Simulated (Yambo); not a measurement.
# BiTe (R-3m) in Yambo: further runs, part 2 of 2

Yambo 5.3.0. The steps go on from the part before.

### Step 4. Optical spectrum, PBE

optics2.in reads:

```
optics
chi
tddft
Chimod= "ALDA"
% BndsRnXd
 1 | 36 |
%
NGsBlkXd= 3 Ry
% LongDrXd
 1 | 0 | 0 |
%
% QpntsRXd
 1 | 1 |
%
% EnRngeXd
 0 | 10 | eV
%
% DmRngeXd
 0.2 | 0.2 | eV
%
ETStpsXd= 200
FxcGRLc= 3 Ry
VXCRLvcs= 3 Ry
```

scf.in reads:

```
&CONTROL
  calculation = 'scf'
  prefix = 'pwscf'
  outdir = './tmp'
  pseudo_dir = './pseudo'
/
&SYSTEM
  ibrav = 0
  nat = 2
  ntyp = 2
  ecutwfc = 80
  nbnd = 23
  occupations = 'smearing'
  smearing = 'fd'
  degauss = 0.00367493
  force_symmorphic = .true.
/
&ELECTRONS
  conv_thr = 4d-10
  electron_maxstep = 120
  mixing_beta = 0.5
/
ATOMIC_SPECIES
Bi   208.9804 Bi.upf
Te   127.6000 Te.upf
CELL_PARAMETERS angstrom
   2.4227077728    1.3987509848    3.3172919545
  -2.4227077728    1.3987509848    3.3172919545
   0.0000000000   -2.7975019696    3.3172919545
ATOMIC_POSITIONS crystal
Bi     0.5000000000    0.5000000000    0.5000000000
Te     0.0000000000    0.0000000000    0.0000000000
K_POINTS automatic
8 8 8 0 0 0
```

nscf.in reads:

```
&CONTROL
  calculation = 'nscf'
  prefix = 'pwscf'
  outdir = './tmp'
  pseudo_dir = './pseudo'
/
&SYSTEM
  ibrav = 0
  nat = 2
  ntyp = 2
  ecutwfc = 80
  nbnd = 36
  occupations = 'smearing'
  smearing = 'fd'
  degauss = 0.00367493
  force_symmorphic = .true.
/
&ELECTRONS
  conv_thr = 1d-08
  diago_full_acc = .true.
  diago_thr_init = 1d-06
/
ATOMIC_SPECIES
Bi   208.9804 Bi.upf
Te   127.6000 Te.upf
CELL_PARAMETERS angstrom
   2.4227077728    1.3987509848    3.3172919545
  -2.4227077728    1.3987509848    3.3172919545
   0.0000000000   -2.7975019696    3.3172919545
ATOMIC_POSITIONS crystal
Bi     0.5000000000    0.5000000000    0.5000000000
Te     0.0000000000    0.0000000000    0.0000000000
K_POINTS automatic
8 8 8 0 0 0
```

Potentials or basis: PseudoDojo 0.4.1 SR PBE standard.

Run with:

```
OMP_NUM_THREADS=1 pw.x -in scf.in > scf.out
OMP_NUM_THREADS=1 pw.x -in nscf.in > nscf.out
cd tmp/pwscf.save; p2y; mv SAVE ../..; cd ../..
OMP_NUM_THREADS=1 yambo
OMP_NUM_THREADS=1 yambo -F optics2.in -J optics2 -C optics2_out
```

Yambo's report:

```text
[... sections 02.01 to 02.04 as in the set-up run ...]

[... 5 lines left out ...]
  [X] Bosonic    Temperature                        :  0.258606E-1   300.100    [eV K]
  [X] Finite Temperature mode                       : yes
  [X] El. density                                   :  0.45961E+24 [cm-3]
  [X] Fermi Level                                   :  10.10948 [eV]

  [X] === Gaps and Widths ===
  [X] Conduction Band Min                           :  10.10948 [eV]
  [X] Valence Band Max                              :  10.10948 [eV]
  [X] Filled Bands                                  :  15
  [X] Metallic Bands                                :  16  18
  [X] Empty Bands                                   :   19   36

  [X] === Metallic Characters ===
  [X] N of el / N of met el                         :  31.00000   1.18549
  [X] Average metallic occ.                         :  0.098791

  [WARNING] [X] Metallic system

 [03] Transferred momenta grid and indexing
 ==========================================

 IBZ Q-points                                      :   65
 BZ  Q-points                                      :   512

 K/Q-points units:
 rlu = crystal or reduced units; cc = cartesian coordinates; iku = interal k-units

 Q [ 1]         [rlu]:  0.000000  0.000000  0.000000
 Q [ 2]         [rlu]:  0.12515E-17  0.12515E-17  0.12500
 Q [ 3]         [rlu]:  0.16349E-16  0.16349E-16  0.25000
 Q [ 4]         [rlu]:  0.31367E-16  0.59122E-16  0.37500
 Q [ 5]         [rlu]: -0.32698E-16 -0.32698E-16 -0.50000
 Q [ 6]         [rlu]:  0.44105E-16  0.12500      0.12500
 Q [ 7]         [rlu]:  0.45308E-16  0.12500      0.25000
 Q [ 8]         [rlu]:  0.88209E-16  0.12500      0.37500
 Q [ 9]         [rlu]:  0.63371E-17  0.12500      0.50000
 Q [10]         [rlu]:  0.11407E-16  0.12500     -0.37500
 Q [11]         [rlu]: -0.12197E-17  0.12500     -0.25000
 Q [12]         [rlu]:  0.33402E-16  0.12500     -0.12500
 Q [13]         [rlu]:  0.88209E-16  0.25000      0.25000
 Q [14]         [rlu]:  0.11717E-15  0.25000      0.37500
 Q [15]         [rlu]: -0.47779E-16  0.25000      0.50000
[... 33 lines left out ...]
 Q [49]         [rlu]:  0.250000  0.250000  0.500000
 Q [50]         [rlu]:  0.250000  0.250000  0.625000

 Remaining 15 points informations can be written running with -fatlog

 [04] Dipoles
 ============

  [04.01] Setup: observables and procedures
  =========================================

  [WF-Oscillators/G space/Transverse up loader] Normalization (few states)  min/max  :  0.70087E-18   1.0000

  [WR./optics2//ndb.dipoles]------------------------------------------------------
   Brillouin Zone Q/K grids (IBZ/BZ)                :    65   512    65   512
   RL vectors                                       :   6799 [WF]
   Fragmentation                                    : yes
   Electronic Temperature                           :  300.1000 [K]
   Bosonic    Temperature                           :  300.1000 [K]
   DIP band range                                   :    1   36
   DIP band range limits                            :  18  16
   DIP e/h energy range                             : -1.000000 -1.000000 [eV]
   RL vectors in the sum                            :   6799
   [r,Vnl] included                                 : yes
   Bands ordered                                    : yes
   Direct v evaluation                              : no
   Approach used                                    : G-space v
   Dipoles computed                                 : R V P [G-space]
   Wavefunctions                                    : Perdew, Burke & Ernzerhof(X)+Perdew, Burke & Ernzerhof(C)

  [WARNING] [r,Vnl^pseudo] included in position and velocity dipoles.

  [WARNING] In case H contains other non local terms, these are neglected

 [05] Optics
 ===========

 [xc] Functional : Perdew, Burke & Ernzerhof(X)+Perdew, Burke & Ernzerhof(C)
 [xc] LIBXC used to calculate xc functional
  PP Number of Atomic Species                      :  2
  NLCC RL compoments                               :   43955
 [X-CG] R(p) Tot o/o(of R):   17613  168564     100

 [WARNING] The system is a metal but Drude term not included.
```

It took 3 min on 1 thread of Arm Neoverse V2, shared host; peak memory 0.84 GiB.

Results:

```
Band gap on the k mesh, mean-field level : none (metal or under the smearing width)
```

Dielectric function (along the field direction of the input):
| energy (eV) | real part | imaginary part |
| --- | --- | --- |
| 0.25 | 37.68 | 70.09 |
| 0.45 | 3.55 | 44.36 |
| 0.70 | -4.23 | 23.41 |
| 0.95 | 1.55 | 11.33 |
| 1.21 | 8.15 | 12.67 |
| 1.46 | 1.29 | 18.76 |
| 1.71 | -1.54 | 12.61 |
| 1.96 | -2.66 | 9.55 |
| 2.21 | -1.38 | 8.04 |
| 2.46 | -1.98 | 6.97 |
| 2.71 | -1.60 | 5.95 |
| 2.96 | -2.48 | 5.23 |
| 3.22 | -2.08 | 3.66 |
| 3.47 | -1.60 | 2.74 |
| 3.72 | -1.06 | 2.23 |
| 3.97 | -0.59 | 1.69 |
| 4.22 | 0.01 | 1.42 |
| 4.47 | 0.45 | 1.38 |
| 4.72 | 0.76 | 1.20 |
| 4.97 | 1.31 | 1.18 |
| 5.23 | 1.70 | 1.41 |
| 5.48 | 2.13 | 1.62 |
| 5.73 | 2.33 | 2.26 |
| 5.98 | 2.12 | 2.74 |
| 6.23 | 1.95 | 3.20 |
| 6.48 | 1.14 | 3.39 |
| 6.73 | 0.96 | 2.95 |
| 6.98 | 1.17 | 3.39 |
| 7.24 | 0.36 | 3.76 |
| 7.49 | -0.55 | 3.22 |
| 7.74 | -0.59 | 2.58 |
| 7.99 | -0.53 | 2.18 |
| 8.24 | -0.59 | 1.92 |
| 8.49 | -0.41 | 1.64 |
| 8.74 | -0.31 | 1.59 |
| 8.99 | -0.50 | 1.42 |
| 9.25 | -0.32 | 1.11 |
| 9.50 | -0.11 | 1.07 |
| 9.75 | -0.10 | 1.06 |
| 10.00 | -0.11 | 0.94 |

Caveat: the LDA kernel is used on GGA states, which is inconsistent by a few percent; the intraband (Drude) term of the metal is left out; the ground state has no gap, which makes the many-body step unreliable; spectra need much finer meshes, so this one isn't converged; these spectra lack excitons; spin-orbit coupling is left out, which moves the levels of the heavy elements.

### Step 5. Summary

| broadening | kernel | top of the energy range | cutoff of the response matrix | gap on the mesh (eV) |
| --- | --- | --- | --- | --- |
| 0.3 eV | none (independent particles) | 15 eV | - | none |
| 0.1 eV | Hartree (RPA with local fields) | 30 eV | 2 Ry | none |
| 0.2 eV | adiabatic LDA | 10 eV | 3 Ry | none |

Alike in all rows: task optical spectrum; level PBE; potentials or basis PseudoDojo 0.4.1 SR PBE standard; no spin polarisation; cell as given; k mesh 8 × 8 × 8; cutoff (eV) 1088; smearing fermi-dirac 0.05 eV.

Every run on the cell as given and a fine mesh finds a metal.

Caveats: the intraband (Drude) term of the metal is left out; the ground state has no gap, which makes the many-body step unreliable; spectra need much finer meshes, so this one isn't converged; spin-orbit coupling is left out, which moves the levels of the heavy elements; these spectra lack excitons (some runs); independent-particle spectra lack excitons (some runs); the LDA kernel is used on GGA states, which is inconsistent by a few percent (some runs).

Absolute energies hang on the potentials; compare differences alone.
